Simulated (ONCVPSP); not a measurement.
# An ONCV potential for tungsten, from input to tests

Task: generate the file, and judge it by its errors in other configurations, its logarithmic derivatives, its ghosts and its cutoff.

The numbers are computed with ONCVPSP 4.0.1.1 (patched build) (PBEsol, scalar-relativistic, spin-unpolarised reference atom).

## (1) Settings

The settings as typed:

```json
{
  "element": "tungsten (W, Z = 74)",
  "type": "optimised norm-conserving Vanderbilt (ONCV)",
  "frozen core": "[Kr] 4d10 4f14",
  "valence charge": "14",
  "reference configuration": "5s2 5p6 5d4 6s0.5 (charge +1.5)",
  "partial waves": "5s+6s: rc 1.60 bohr, ncon 4, nbas 9, qcut 6 1/bohr, 2 projectors; 5p: rc 1.40 bohr, ncon 3, nbas 8, qcut 5.4 1/bohr, 1 projector; 5d: rc 1.40 bohr, ncon 3, nbas 6, qcut 8.1 1/bohr, local; f scattering state at 0.13 Ha: rc 2.00 bohr, ncon 4, nbas 8, qcut 5.5 1/bohr, 2 projectors, debl 3.9 Ha",
  "local potential": "the d channel",
  "core correction": "polynomial model core, fcfact 0.75"
}
```

## (2) The generation run

Contents of W.dat:

```
# ATOM AND REFERENCE CONFIGURATION
# atsym  z   nc   nv     iexc    psfile
  W 74.00   10    4  -116133      upf
#
#   n    l    f
    1    0    2.00
    2    0    2.00
    2    1    6.00
    3    0    2.00
    3    1    6.00
    3    2   10.00
    4    0    2.00
    4    1    6.00
    4    2   10.00
    4    3   14.00
    5    0    2.00
    5    1    6.00
    5    2    4.00
    6    0    0.50
#
# PSEUDOPOTENTIAL AND OPTIMIZATION
# lmax
    3
#
#   l,   rc,      ep,       ncon, nbas, qcut
    0    1.60    0.00    4    9    6.00
    1    1.40    0.00    3    8    5.40
    2    1.40    0.00    3    6    8.10
    3    2.00    0.13    4    8    5.50
#
# LOCAL POTENTIAL
# lloc, lpopt,  rc(5),   dvloc0
    2    5    1.40    0.00
#
# VANDERBILT-KLEINMAN-BYLANDER PROJECTORs
# l, nproj, debl
    0    2    3.40
    1    1    2.60
    2    0    1.60
    3    2    3.90
#
# MODEL CORE CHARGE
# icmod, fcfact, rcfact
    1    0.75    0.00
#
# LOG DERIVATIVE ANALYSIS
# epsh1, epsh2, depsh
   -5.00    5.00    0.04
#
# OUTPUT GRID
# rlmax, drl
    6.00    0.01
#
# TEST CONFIGURATIONS
# ncnf
    4
# nvcnf
#   n    l    f
    4
    5    0    2.00
    5    1    6.00
    5    2    4.00
    6    0    2.00
#
    4
    5    0    2.00
    5    1    6.00
    5    2    4.00
    6    0    1.00
#
    4
    5    0    2.00
    5    1    6.00
    5    2    4.00
    6    0    0.00
#
    4
    5    0    2.00
    5    1    5.00
    5    2    4.00
    6    0    2.00
#
```

Command:

```
oncvpsp.x < W.dat > W.out
```

Q: Predict the outcome of this session. Wanted: cutoffs for 1 and 0.1 mHa per electron, occupied waves; bound ghosts; GHOST(+) flags; largest test error; largest phase difference near zero energy, channels read; rms error of d²Exc/dn², without and with the model core.

**Answer**, as computed:

```
                                                quantity                                                  value
  cutoffs for 1 and 0.1 mHa per electron, occupied waves                                       34 Ha and 123 Ha
                                            bound ghosts                                        p at -133.96 eV
                                          GHOST(+) flags  f at 915 eV (1 near or above the test basis's cutoff)
                            largest test error (AE − PS)                          -367 meV, for 5s2 5p5 5d4 6s2
largest phase difference near zero energy, channels read                                              0.139 rad
 rms error of d²Exc/dn², without and with the model core                                      6.87 and 1.29 mHa
```

It has a bound ghost (p), a state that the atom doesn't have, and that rules the file out. The worst unpolarised test, 5s2 5p5 5d4 6s2, is off by 367 meV on 33.1 eV; by total energies transferability rates as poor. The potential is of middling hardness: the looser tolerance needs 34 Ha. The tighter tolerance needs 123 Ha, and converged work needs a cutoff nearer that. At the looser tolerance the 5p wave is the slowest; 5s needs 16 Ha. Near zero energy the largest phase difference among the channels read is 0.14 rad, in the p channel. The pseudo curves have a pole with no partner nearby in the atom's: p at -4.92 Ha. The program also flags highly localised states, GHOST(+) (f). Note that the frozen 4f shell (-45 eV) lies higher than the valence 5s shell (-91 eV).
